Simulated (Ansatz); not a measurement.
# B5P: the cost of one run

Method: DFT PBE, scalar-relativistic, plane waves, PAW, unless a step names another level, in Ansatz 0.2.0.

6 further runs of the same task are left out: 1 that didn't finish, 5 set aside as unsound or not needed.

## 1. Plan

Pauling electronegativities: B 2.04, P 2.19 (spread 0.15). No set of common oxidation states balances it. Tabulated atomic sizes suggest about 9 Å³/atom. 32 candidates were drawn, by swapping species into database cells of other compounds, at random by space group and Wyckoff sites, or by hand, as the table says:

```csv
name,made from,space group no.,Wyckoff sites,atoms (primitive cell),V (Å³/atom)
c01,database cell of CeGe5,71,"B 8l, 2d; P 2a",6,9.3
c02,random,157,"B 1a, 3c, 1a; P 1a",6,10.0
c03,"built by hand: alpha-B12 derivative, equatorial P2B10 icosahedra",12,"B 8j, 4i, 8j; P 4i",12,9.3
c04,random,6,"B 1b, 1b, 2c, 1b; P 1a",6,9.5
c05,random,187,"B 2h, 2i, 1b; P 1a",6,10.2
c06,database cell of Li5Mg,38,"B 2b, 2b, 2b, 2a, 2a; P 2a",6,13.0
c07,database cell of MgRh5,8,"B 2a, 2a, 2a, 2a, 2a; P 2a",6,9.7
c08,database cell of ZrNi5,216,"B 4d, 16e; P 4a",6,11.0
c09,random,22,"B 8h, 8f, 4b; P 4c",6,11.1
c10,database cell of YMg5,12,"B 4i, 4i, 2b; P 2d",6,13.0
c11,random,191,"B 3f, 2e; P 1b",6,10.9
c12,random,22,"B 16k, 4b; P 4a",6,11.2
c13,database cell of MgAg5,155,"B 9d, 6c; P 3b",6,8.6
c14,random,12,"B 8j, 2c; P 2a",6,9.8
c15,random,166,"B 6c, 9e; P 3b",6,12.0
c16,random,71,"B 4h, 4i, 2d; P 2c",6,11.9
c17,database cell of MgAu5,189,"B 2d, 3f; P 1b",6,8.7
c18,"built by hand: alpha-B12 derivative, polar P2B10 icosahedra",12,"B 4i, 8j, 8j; P 4i",12,9.3
c19,random,156,"B 1c, 1c, 3d; P 1a",6,10.0
c20,database cell of DyCu5,216,"B 16e, 4c; P 4a",6,9.5
c21,random,156,"B 3d, 1c, 1c; P 1b",6,10.7
c22,"built by hand: CaB6-type framework without cation, ordered B5P octahedra",99,"B 1b, 4f; P 1b",6,10.0
c23,built by hand: BC5-type ordered diamond,156,"B 1b, 1a, 1c, 1c, 1b; P 1a",6,9.3
c24,database cell of MgCu5,155,"B 9e, 6c; P 3a",6,9.3
c25,random,123,"B 4l, 1c; P 1b",6,10.9
c26,random,216,"B 16e, 4b; P 4c",6,10.3
c27,database cell of MgHg5,38,"B 2a, 2a, 2a, 2b, 2b; P 2b",6,9.1
c28,random,191,"B 4h, 1b; P 1a",6,9.9
c29,random,99,"B 4e, 1a; P 1a",6,9.8
c30,database cell of LuNi5,191,"B 3g, 2c; P 1a",6,10.6
c31,random,107,"B 8d, 2a; P 2a",6,9.6
c32,random,119,"B 2a, 4e, 4f; P 2c",6,11.1
```

## 2. Screening run of c11

input.yaml reads:

```yaml
crystal:
  lattice:
    - [3.1551862, 0.0, 0.0]
    - [-1.5775931, 2.7324714, 0.0]
    - [0.0, 0.0, 7.61514309]
  atoms:
    - { symbol: B, position: [0.5, 0.0, 0.0] }
    - { symbol: B, position: [0.0, 0.5, 0.0] }
    - { symbol: B, position: [0.5, 0.5, 0.0] }
    - { symbol: B, position: [0.0, 0.0, 0.74343418] }
    - { symbol: B, position: [0.0, 0.0, 0.25656582] }
    - { symbol: P, position: [0.0, 0.0, 0.5] }
basis:
  ecutwfc: 420
kpoints:
  mp_grid: { grid: [6, 6, 2] }
hamiltonian:
  xc: pbe
scf:
  occupations: { method: gaussian, width: 0.2 }
  lower_state_search: "off"
output:
  forces: true
  stress: true
  eigenvalues: true
relax:
  adjacent_minimum: "off"
  f_tol: 0.08
  max_steps: 16
  cell: { stress_tol: 0.8 }
```

Started as:

```
ansatz run input.yaml --threads 1 --pin off --max-ram 2560MiB --backend cpu --events-out ev --progress --plain --runs-dir out
```

**Question.** How long does this run take on 1 thread of Intel Xeon at 2.50GHz (Skylake/Cascade Lake), shared host, and how much memory does it need?

About 19 s, with a peak of 0.34 GiB.
